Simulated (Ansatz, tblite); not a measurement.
# K₄I₄: one state, many levels

The task here is to estimate one member of a computed series from the others.

Computed with Ansatz 0.2.0, Gaussian basis. Level: as each input shows.

The runs, in order: GFN1-xTB, GFN2-xTB, PBE-D4/def2-TZVP, r2SCAN-D4/def2-TZVP, BHLYP-D4/def2-TZVP, BLYP-D4/def2-TZVP, r2SCANh-D4/def2-TZVP, PBE-D4/def2-SVP, PBE0-D4/def2-SVP, MP2/def2-TZVP, RPA/def2-TZVP.

2 further runs of the same task are left out: 2 set aside as unsound or not needed. Runs told in other sessions of the task aren't counted.

### The structure

The geometry is that of the singlet, from an earlier relaxation (r2SCAN-D4/def2-SVP).

8 atoms, charge 0, spin multiplicity 1.

Bond lengths: I1–K5 3.319 Å, I1–K6 3.397 Å, I1–K8 3.483 Å, I2–K6 3.342 Å, I2–K7 3.248 Å, I3–K6 3.483 Å, I3–K7 3.318 Å, I3–K8 3.395 Å, I4–K5 3.248 Å, I4–K8 3.341 Å. Angles: K5–I1–K6 167.8°, K5–I1–K8 81.2°, K6–I1–K8 86.8°, K6–I2–K7 84.5°, K6–I3–K7 81.3°, K6–I3–K8 86.8°, K7–I3–K8 168.1°, K5–I4–K8 84.5°, I1–K5–I4 99.6°, I1–K6–I2 172.2°, I1–K6–I3 93.2°, I2–K6–I3 94.6°, I2–K7–I3 99.6°, I1–K8–I3 93.2°, I1–K8–I4 94.6°, I3–K8–I4 172.0°.

I takes a core potential in the def2 sets. No spin-orbit coupling is included.

PBE0-D4/def2-TZVP was run before; its log isn't repeated, and its numbers join the tables.

The first run:

Tight binding, by tblite at 300 K electronic temperature and without a spin-polarisation term:

```python
tblite.interface.Calculator('GFN1-xTB', numbers, positions, charge=0, uhf=0).singlepoint()
```

Tight binding, by tblite at 300 K electronic temperature and without a spin-polarisation term:

```python
tblite.interface.Calculator('GFN2-xTB', numbers, positions, charge=0, uhf=0).singlepoint()
```

start.molden holds the orbitals of an earlier run on this state, given as this run's starting guess.

in.yaml reads:

```yaml
crystal:
  periodic: [false, false, false]
  atoms:
    - {symbol: I, position_ang: [-1.449132, 1.780650, 0.990495]}
    - {symbol: I, position_ang: [1.994571, 1.467404, -4.774718]}
    - {symbol: I, position_ang: [1.488573, -1.757126, -0.965752]}
    - {symbol: I, position_ang: [-2.028128, -1.487482, 4.753156]}
    - {symbol: K, position_ang: [-3.071705, 1.458068, 3.867602]}
    - {symbol: K, position_ang: [0.351563, 1.409245, -1.865504]}
    - {symbol: K, position_ang: [3.031049, -1.481041, -3.890585]}
    - {symbol: K, position_ang: [-0.316781, -1.389718, 1.885296]}
basis:
  gaussian: {orbitals: def2-TZVP, initial_orbitals: start.molden}
hamiltonian: {xc: pbe, dispersion: d4}
scf: {omitted_lower_state_checks: [starts]}
output: {forces: true, orbitals: {seedname: orbitals}}
```

On the command line:

```sh
$ ansatz run in.yaml --threads 4 --pin off --events-out ev --progress --plain --max-ram 4787MiB
```

Steps of the session up to this table: PBE-D4/def2-TZVP; r2SCAN-D4/def2-TZVP; BHLYP-D4/def2-TZVP; BLYP-D4/def2-TZVP; r2SCANh-D4/def2-TZVP; PBE-D4/def2-SVP; PBE0-D4/def2-SVP; MP2/def2-TZVP; RPA/def2-TZVP.

One table of the session follows, with a row left open; its other results are not shown here.

It belongs to the step «Binding energy». 

| level | binding an atom (eV) |
| --- | --- |
| HF/def2-TZVP | 1.816 |
| PBE-D4/def2-SVP | 2.258 |
| PBE-D4/def2-TZVP | 2.250 |
| BLYP-D4/def2-TZVP | 2.170 |
| r2SCAN-D4/def2-TZVP | 2.325 |
| r2SCANh-D4/def2-TZVP | 2.322 |
| PBE0-D4/def2-SVP | 2.289 |
| PBE0-D4/def2-TZVP | 2.277 |
| BHLYP-D4/def2-TZVP | 2.275 |
| RPA/def2-TZVP | ? |
| MP2/def2-TZVP | 2.320 |

Estimate the missing values for RPA/def2-TZVP.

As computed: binding an atom (eV): 2.012. In the column «binding an atom (eV)» it lies between HF/def2-TZVP (1.816) and BLYP-D4/def2-TZVP (2.170).

Caveats from the session: Free atoms were run apart at each level; binding is atoms less cluster, divided by the number of atoms, without zero-point or spin-orbit terms.
